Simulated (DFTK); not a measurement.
HPbNO4:

```
CELL_PARAMETERS angstrom
3.85404 0.14384 0.09012
-0.25320 5.52698 0.16471
-0.48197 -1.92720 5.72025
ATOMIC_POSITIONS crystal
H 0.10913 0.65718 0.54463
Pb 0.61029 0.52127 0.15100
N 0.91580 0.96263 0.95867
O 0.01384 0.13639 0.88084
O 0.72398 0.01057 0.12858
O 0.00389 0.73732 0.87043
O 0.11927 0.59324 0.37651
```

The cell was built by a generator and needn't be a form met in nature.

Base run:

- Program: DFTK 0.8.2
- Functional: PBE
- Potentials or basis: dojo.nc.sr.pbe.v0_4_1.standard.upf (PBE)
- Cutoff: 1143 eV
- k mesh: 7 × 5 × 5
- Occupations: fermi-dirac, width 0.05 eV
- Spin: no spin polarisation

Its results: band gap on the k mesh 3.13 eV, indirect (least direct gap 3.22 eV); pressure 0.0 GPa; largest force 0.209 eV/Å.

**Question.** The run is repeated on the same cell with these changes: k mesh from 7 × 5 × 5 to 5 × 3 × 3. What comes out?

**Answer.** Band gap on the k mesh 3.19 eV, indirect (least direct gap 3.29 eV); pressure 0.0 GPa; largest force 0.209 eV/Å.

Caveats: spin-orbit coupling is left out, which as a rule narrows the gap of such compounds by several tenths of an eV; an odd mesh through Γ misses points on the zone boundary, where band edges often lie (some runs); the mesh misses the band edges, which the band path finds closer together (some runs).
